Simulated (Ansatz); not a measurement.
# GeH₄O₄: basis-set convergence

Aim: see how fast density functionals converge with the basis set for GeH₄O₄.

Computed with Ansatz 0.2.0, Gaussian basis. Level: one geometry, several basis sets.

Levels to be run: PBE0-D4/def2-SVP; ωB97M-V/def2-SVP; PBE0-D4/def2-QZVPP; ωB97M-V/def2-QZVPP; the functionals' def2-TZVPP values are taken from earlier runs.

## Step 1: Structure used throughout

The geometry comes from an earlier relaxation with PBE0-D4 in a triple-zeta def2 set; it is a stationary point, not always the lowest conformer.

SMILES `[OH][Ge]([OH])([OH])[OH]`, 9 atoms, charge 0, spin multiplicity 1.

Atoms are counted from 1 here; the program's logs count them from 0.

Bond lengths: O1–Ge2 1.755 Å, O1–H6 0.961 Å, Ge2–O3 1.755 Å, Ge2–O4 1.755 Å, Ge2–O5 1.755 Å, O3–H7 0.961 Å, O4–H8 0.961 Å, O5–H9 0.961 Å. Angles: Ge2–O1–H6 112.0°, O1–Ge2–O3 116.3°, O1–Ge2–O4 106.1°, O1–Ge2–O5 106.2°, O3–Ge2–O4 106.2°, O3–Ge2–O5 106.2°, O4–Ge2–O5 116.3°, Ge2–O3–H7 112.0°, Ge2–O4–H8 112.0°, Ge2–O5–H9 112.0°.

## Step 2: PBE0-D4 in def2-SVP

Input file in.yaml:

```yaml
crystal:
  periodic: [false, false, false]
  atoms:
    - {symbol: O, position_ang: [-0.119744, 1.513506, -0.880634]}
    - {symbol: Ge, position_ang: [0.000079, -0.000093, 0.000029]}
    - {symbol: O, position_ang: [1.488774, -0.906312, -0.208440]}
    - {symbol: O, position_ang: [-1.285849, -1.025086, -0.613669]}
    - {symbol: O, position_ang: [-0.083065, 0.417853, 1.702781]}
    - {symbol: H, position_ang: [-0.492129, 1.390323, -1.757794]}
    - {symbol: H, position_ang: [2.157538, -0.651431, 0.432696]}
    - {symbol: H, position_ang: [-1.074189, -1.958289, -0.526585]}
    - {symbol: H, position_ang: [-0.591426, 1.219529, 1.851606]}
basis:
  gaussian: {orbitals: def2-SVP}
hamiltonian: {xc: pbe0, dispersion: d4}
output: {orbitals: {seedname: orbitals}}
```

Command:

```bash
> ansatz run in.yaml --threads 4 --pin off --events-out ev --progress --plain --max-ram 10444MiB
```

After this run come: ωB97M-V in def2-SVP; PBE0-D4 in def2-QZVPP; ωB97M-V in def2-QZVPP.

Before running them: what should the planned runs give, taken together? Wanted: PBE0-D4: double and triple zeta above quadruple; ωB97M-V: double and triple zeta above quadruple.

The runs gave:

| quantity | value |
| --- | --- |
| PBE0-D4: double and triple zeta above quadruple | 19.56, 1.74 eV |
| ωB97M-V: double and triple zeta above quadruple | 19.70, 1.67 eV |

For PBE0-D4 the step from double to triple zeta gains 17.82 eV and the next only 1.74 eV. These are total energies; as a rule much of such shifts cancels in differences, which this series doesn't test. The LUMO of ωB97M-V is positive and keeps falling with the basis (2.03 to 0.95 eV): an unbound level that the basis holds in place.
